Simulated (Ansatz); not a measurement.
C3H4Se, SMILES C=C1C[Se]1, a ladder of methods at one geometry

Program: the Python package of Ansatz (0.2.0).

Notebook, run cell by cell (the value of a cell's last expression is shown):

In [1]:
```python
from pathlib import Path

import ansatz
import numpy as np
```

In [2]:
```python
geometry_ang = [
    ("C", (-0.4282, 1.338, -0.157)),
    ("C", (-0.1552, 0.0943, -0.2521)),
    ("C", (0.4275, -1.1163, 0.3152)),
    ("Se", (-0.0513, -1.6661, -1.2819)),
    ("H", (-0.9913, 1.8574, -1.0091)),
    ("H", (-0.2256, 1.9659, 0.7193)),
    ("H", (1.59, -1.0359, 0.4226)),
    ("H", (-0.0739, -1.4945, 1.1872)),
]
mol = ansatz.Crystal.molecule()
for symbol, xyz in geometry_ang:
    mol = mol.atom(symbol, xyz)
```

In [3]:
```python
job = mol.calculation().basis(gaussian="def2-SVP")
```

In [4]:
```python
print("functional    E (Ha)        dipole (D)   HOMO (eV)  LUMO (eV)")
for name in ["hse06", "cam_b3lyp", "revpbe", "pbe", "pbe0"]:
    report = job.functional(name).forces().orbitals().run(threads=1, runs_dir="runs").report
    lines = Path(report["orbitals_path"]).read_text().splitlines()
    field_of = lambda key: [line.split("=")[1].strip() for line in lines if line.startswith(key)]
    orbitals = [(27.211386 * float(e), s, float(n)) for e, s, n in zip(field_of("Ene="), field_of("Spin="), field_of("Occup="))]
    homo = max(e for e, _, n in orbitals if n > 0.5)
    lumo = min(e for e, _, n in orbitals if n < 0.5)
    dipole = 4.803205 * np.linalg.norm(report["charge_distribution"]["dipole_moment_e_ang"])
    print(f"{name:10s} {report['free_energy_ev'] / 27.211386246:14.6f} {dipole:9.3f} {homo:11.3f} {lumo:10.3f}")
```
```text
functional    E (Ha)        dipole (D)   HOMO (eV)  LUMO (eV)
hse06        -2517.370743     1.612      -5.817     -1.299
cam_b3lyp    -2517.845462     1.565      -7.440      0.258
revpbe       -2517.575211     1.455      -5.024     -1.761
pbe          -2517.286721     1.461      -5.048     -1.811
pbe0         -2517.374163     1.612      -6.212     -0.916
```

Total energies depend on the basis set; only differences at equal settings carry meaning. The geometry is a force-field or estimated start, not a minimum of this method, and the basis set is short of its limit. A lower total doesn't mark the better method: functionals have no common bound, and MP2 and coupled cluster aren't variational. Levels such as HOMO and LUMO are orbital energies: with these approximate functionals they aren't the ionisation energy and electron affinity, and their gap isn't the fundamental gap. hse06 follows the composition of plane-wave codes, whose totals differ by tens of mHa, up to about 0.1 Ha, from the form usual in Gaussian-basis programs (wpbeh). It ran for 17 s on 1 thread of Intel(R) Xeon(R) Processor @ 2.30GHz, with other jobs on the host, peak memory 0.32 GiB.
